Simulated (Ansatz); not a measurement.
Geometry optimisation, DFT PBE, scalar-relativistic, plane waves, PAW in Ansatz.

Input:

```yaml
crystal:
  lattice:
    - [8.1, 0.0, 0.0]
    - [0.0, 8.1, 0.0]
    - [0.0, 0.0, 8.1]
  atoms:
    - { symbol: Al, position: [0.7505691, 0.2484553, -0.0059205] }
    - { symbol: Al, position: [0.7533227, -0.0006819, 0.2458264] }
    - { symbol: Al, position: [0.0024893, 0.0027457, -0.0077534] }
    - { symbol: Al, position: [0.2522895, 0.2519983, 0.0041031] }
    - { symbol: Al, position: [0.5028638, 0.4977868, 0.0072925] }
    - { symbol: Al, position: [0.7602999, 0.7554159, -0.001841] }
    - { symbol: Al, position: [0.2473906, -0.0007779, 0.2430493] }
    - { symbol: Al, position: [0.5013744, 0.2479615, 0.2471071] }
    - { symbol: Al, position: [0.7567539, 0.5000361, 0.2459049] }
    - { symbol: Al, position: [0.5009017, -0.0054589, 0.5007104] }
    - { symbol: Al, position: [0.7468409, 0.2492128, 0.4978233] }
    - { symbol: Al, position: [0.7575063, -0.0011637, 0.7501079] }
    - { symbol: Al, position: [-0.0030645, 0.503227, -0.0022636] }
    - { symbol: Al, position: [0.2537897, 0.7453225, 0.0019004] }
    - { symbol: Al, position: [-0.0005339, 0.2495956, 0.2495458] }
    - { symbol: Al, position: [0.2520196, 0.4997303, 0.2568603] }
    - { symbol: Al, position: [0.5020622, 0.7519284, 0.2515615] }
    - { symbol: Al, position: [-0.0057084, -0.002296, 0.49786] }
    - { symbol: Al, position: [0.2493966, 0.2429857, 0.5003339] }
    - { symbol: Al, position: [0.4999499, 0.490821, 0.4997721] }
    - { symbol: Al, position: [0.7578418, 0.7532576, 0.4994093] }
    - { symbol: Al, position: [0.251339, 0.0050918, 0.7499596] }
    - { symbol: Al, position: [0.4941457, 0.2469887, 0.743558] }
    - { symbol: Al, position: [0.750767, 0.5001943, 0.7531029] }
    - { symbol: Al, position: [0.0024741, 0.7547311, 0.249448] }
    - { symbol: Al, position: [0.0001299, 0.4986794, 0.4973696] }
    - { symbol: Al, position: [0.2525333, 0.7475773, 0.5003824] }
    - { symbol: Al, position: [-0.0104833, 0.2494586, 0.750529] }
    - { symbol: Al, position: [0.2432265, 0.5012407, 0.7561856] }
    - { symbol: Al, position: [0.4950746, 0.7545866, 0.7485523] }
    - { symbol: Al, position: [0.0028709, 0.7502663, 0.7512766] }
basis:
  ecutwfc: 420.0
kpoints:
  mp_grid: { grid: [3, 3, 3] }
hamiltonian:
  xc: pbe
  pseudopotentials: { kind: paw, azcp: { folder: soft_1 } }
scf:
  occupations: { method: gaussian, width: 0.15 }
  lower_state_search: "off"
relax:
  f_tol: 0.03
  max_steps: 60
  adjacent_minimum: "off"
```

Launched with:

```bash
$ ansatz run input.yaml --threads 4 --pin off --max-ram 10240MiB --backend cpu --events-out ev --progress --plain --runs-dir out
```

Where does it end, and by what steps?

It converged. Limits of this set-up: coarse k mesh. After 2 steps the energy has fallen by 0.226 eV; Al6 moved furthest, 0.10 Å.

| step | energy less start (eV) | largest force component (eV/Å) | accepted |
| --- | --- | --- | --- |
| 0 | 0.0000 | 0.491 | yes |
| 1 | -0.2129 | 0.116 | yes |
| 2 | -0.2261 | 0.005 | yes |

```xyz
31
Lattice="8.1000 0.0000 0.0000 0.0000 8.1000 0.0000 0.0000 0.0000 8.1000" Properties=species:S:1:pos:R:3
Al 6.063 2.005 -0.006
Al 6.064 -0.002 2.003
Al 0.006 -0.003 -0.005
Al 2.047 2.005 -0.005
Al 4.055 4.047 -0.004
Al 6.065 6.090 -0.005
Al 2.048 -0.003 2.003
Al 4.055 2.005 2.003
Al 6.088 4.047 2.027
Al 4.055 -0.004 4.045
Al 6.087 2.030 4.045
Al 6.063 -0.003 6.087
Al 0.005 4.048 -0.004
Al 2.048 6.089 -0.005
Al 0.005 2.029 2.027
Al 2.023 4.047 2.029
Al 4.057 6.089 2.003
Al 0.005 -0.003 4.045
Al 2.022 2.029 4.046
Al 4.055 4.047 4.046
Al 6.088 6.064 4.045
Al 2.047 -0.002 6.087
Al 4.055 2.004 6.088
Al 6.087 4.048 6.063
Al 0.006 6.065 2.028
Al 0.005 4.047 4.045
Al 2.024 6.065 4.046
Al 0.003 2.029 6.063
Al 2.023 4.046 6.064
Al 4.056 6.089 6.088
Al 0.005 6.065 6.063
```

Whether the end is a true minimum wasn't checked by a vibrational analysis.

The run took 24 s on 4 threads of Arm Neoverse V2, with other jobs on the host, peak memory 1.3 GiB.
